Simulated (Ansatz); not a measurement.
# Zn8O9: the cost of one run

Method: DFT PBE, plane waves, PAW, scalar-relativistic, collinear spin, in Ansatz 0.2.0.

### 1 The structure to begin with

The cell holds 17 atoms (O9Zn8): a = 6.468 Å, b = 5.602 Å, c = 5.177 Å, α = 90.00°, β = 90.00°, γ = 90.00°.

The coordinates stand in the first input below.

### 2 Preparing the start

input.yaml reads:

```yaml
accuracy: low
crystal:
  lattice:
    - [-3.2342, -5.601799, 0.0]
    - [4.8513, -2.800899, 0.0]
    - [0.0, 0.0, 5.1772]
  atoms:
    - { symbol: Zn, position: [0.5, 0.3333333, 0.0] }
    - { symbol: Zn, position: [0.5, 0.6666667, 0.5] }
    - { symbol: O, position: [0.5, 0.3333333, 0.3821] }
    - { symbol: O, position: [0.5, 0.6666667, 0.8821] }
    - { symbol: Zn, position: [0.25, 0.8333333, 0.0] }
    - { symbol: Zn, position: [0.25, 0.1666667, 0.5] }
    - { symbol: O, position: [0.25, 0.8333333, 0.3821] }
    - { symbol: O, position: [0.25, 0.1666667, 0.8821] }
    - { symbol: Zn, position: [0.0, 0.3333333, 0.0] }
    - { symbol: Zn, position: [0.0, 0.6666667, 0.5] }
    - { symbol: O, position: [0.0, 0.3333333, 0.3821] }
    - { symbol: O, position: [0.0, 0.6666667, 0.8821] }
    - { symbol: Zn, position: [0.75, 0.8333333, 0.0] }
    - { symbol: Zn, position: [0.75, 0.1666667, 0.5] }
    - { symbol: O, position: [0.75, 0.8333333, 0.3821] }
    - { symbol: O, position: [0.75, 0.1666667, 0.8821] }
    - { symbol: O, position: [0.3831511, 0.9214388, 0.6901347], spin: 1.0 }
magnetization:
  spin_polarized: true
basis:
  ecutwfc: 420.0
kpoints:
  mp_grid: { grid: [2, 2, 2] }
hamiltonian:
  xc: pbe
  pseudopotentials: { kind: paw, azcp: { folder: soft_1 } }
scf:
  occupations: { method: fermi_dirac, width: 0.02 }
  lower_state_search: "off"
relax:
  f_tol: 0.08
  max_steps: 25
  adjacent_minimum: "off"
output:
  write_density: true
  write_potential: true
  elf: true
  volumetric_format: npy
```

Command:

```bash
> ansatz run input.yaml --threads 2 --pin off --max-ram 5120MiB --backend cpu --events-out ev --progress --plain --runs-dir out
```

What time and memory should one allow on 2 threads of Arm Neoverse V2, shared host?

About 72 s, with a peak of 0.63 GiB.
